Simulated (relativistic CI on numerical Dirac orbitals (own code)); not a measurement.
**Xe³⁺: one ion under different settings**

How much do the settings matter for Xe³⁺? One ion, several inputs.

Method: Dirac-Coulomb-Breit CI, KLI orbitals optimised for each configuration, model QED (radiative potential, 1s self-energy scaled to tabulated hydrogen-like ionisation energies), numerical settings as typed. Code: relativistic CI on numerical Dirac orbitals (own code) version 3.

### 1 What is computed

```
ion            : Xe³⁺ (Xe IV)
nuclear charge : 54
electrons      : 51
isotope        : A = 132
```

### 2 The usual input

The run's settings:

```ini
atom Xe  Z=54  charge=3  electrons=51
nucleus A=132  rms_radius_fm=4.7859
hamiltonian dirac-coulomb  breit=on  qed=on  c_scale=1
orbitals kli  potential=per-configuration
slater_scale 1
correlation none
mixing on
grid step=0.0125 r_max=50.3
scf mixing=0.4 start=green max_iterations=150 tolerance=2e-08 node_fill=0.05
configurations
  [Kr] 4d10 5s2 5p3
end
```

Launch:

```bash
python run_levels.py task.json out
```

One command runs all members of the session, one after another, from task.json.

### 3 Speed-of-light factor 0.8

The settings differ from step 2 so:

```diff
@@ -2,3 +2,3 @@
 nucleus A=132  rms_radius_fm=4.7859
-hamiltonian dirac-coulomb  breit=on  qed=on  c_scale=1
+hamiltonian dirac-coulomb  breit=on  qed=on  c_scale=0.8
 orbitals kli  potential=per-configuration
```

### 4 Node fill 0

The run's settings:

```ini
atom Xe  Z=54  charge=3  electrons=51
nucleus A=132  rms_radius_fm=4.7859
hamiltonian dirac-coulomb  breit=on  qed=on  c_scale=1
orbitals kli  potential=per-configuration
slater_scale 1
correlation none
mixing on
grid step=0.0125 r_max=50.3
scf mixing=0.4 start=green max_iterations=150 tolerance=2e-08 node_fill=0
configurations
  [Kr] 4d10 5s2 5p3
end
```

### 5 Tolerance 1e-05

The settings differ from step 4 so:

```diff
@@ -8,3 +8,3 @@
 grid step=0.0125 r_max=50.3
-scf mixing=0.4 start=green max_iterations=150 tolerance=2e-08 node_fill=0
+scf mixing=0.4 start=green max_iterations=150 tolerance=1e-05 node_fill=0.05
 configurations
```

### 6 Potential mixing 0.7

The settings differ from step 5 so:

```diff
@@ -8,3 +8,3 @@
 grid step=0.0125 r_max=50.3
-scf mixing=0.4 start=green max_iterations=150 tolerance=1e-05 node_fill=0.05
+scf mixing=0.7 start=green max_iterations=150 tolerance=2e-08 node_fill=0.05
 configurations
```

### 7 Potential mixing 0.001

The settings differ from step 6 so:

```diff
@@ -8,3 +8,3 @@
 grid step=0.0125 r_max=50.3
-scf mixing=0.7 start=green max_iterations=150 tolerance=2e-08 node_fill=0.05
+scf mixing=0.001 start=green max_iterations=84 tolerance=2e-08 node_fill=0.05
 configurations
```

### 8 Grid step 0.08

The settings differ from step 7 so:

```diff
@@ -7,4 +7,4 @@
 mixing on
-grid step=0.0125 r_max=50.3
-scf mixing=0.001 start=green max_iterations=84 tolerance=2e-08 node_fill=0.05
+grid step=0.08 r_max=50.3
+scf mixing=0.4 start=green max_iterations=95 tolerance=2e-08 node_fill=0.05
 configurations
```

(Steps that only read results are left out.)

Before running it: what results should come out? Wanted: lowest level, usual settings; total energy; first excitation.

**Answer**, as computed:

| setting | total energy less usual (Ha) | largest shift of a level among the lowest eight of both runs, same label and place (cm⁻¹) | SCF iterations | time | lowest level | kind of change |
| --- | --- | --- | --- | --- | --- | --- |
| usual | 0 | 0 | 11 | 0.14 s | 5p3 4S°3/2 | - |
| speed-of-light factor 0.8 | -133 | 12400 | 12 | 0.14 s | 5p3 4S°3/2 | unphysical constant |
| node fill 0 | 0.00545 | 44.0 | 11 | 0.14 s | 5p3 4S°3/2 | numerical |
| tolerance 1e-05 | -1.25e-07 | 0.0133 | 9 | 0.13 s | 5p3 4S°3/2 | numerical |
| potential mixing 0.7 | 0 | 0 | 10 | 0.13 s | 5p3 4S°3/2 | numerical |
| potential mixing 0.001 | 0 | 0 | 21 | 0.18 s | 5p3 4S°3/2 | extreme, harmless here |
| grid step 0.08 | 0.0015 | 3.05 | 11 | 0.038 s | 5p3 4S°3/2 | unsound |

| quantity | value |
| --- | --- |
| lowest level, usual settings | 5p3 4S°3/2 |
| total energy | -7435.0281 Ha |
| first excitation | 17213.6 cm⁻¹ |

**Reading.** Among the runs whose levels can be followed, they move most under «speed-of-light factor 0.8» (unphysical constant), by up to 12400 cm⁻¹. No visible change in the result comes from «tolerance 1e-05» or «potential mixing 0.7» or «potential mixing 0.001». «Potential mixing 0.001» costs 21 SCF iterations against 11. Only the listed configurations are in the model. In a near-neutral ion this small CI can misplace whole configurations by 10,000 cm⁻¹ or more.
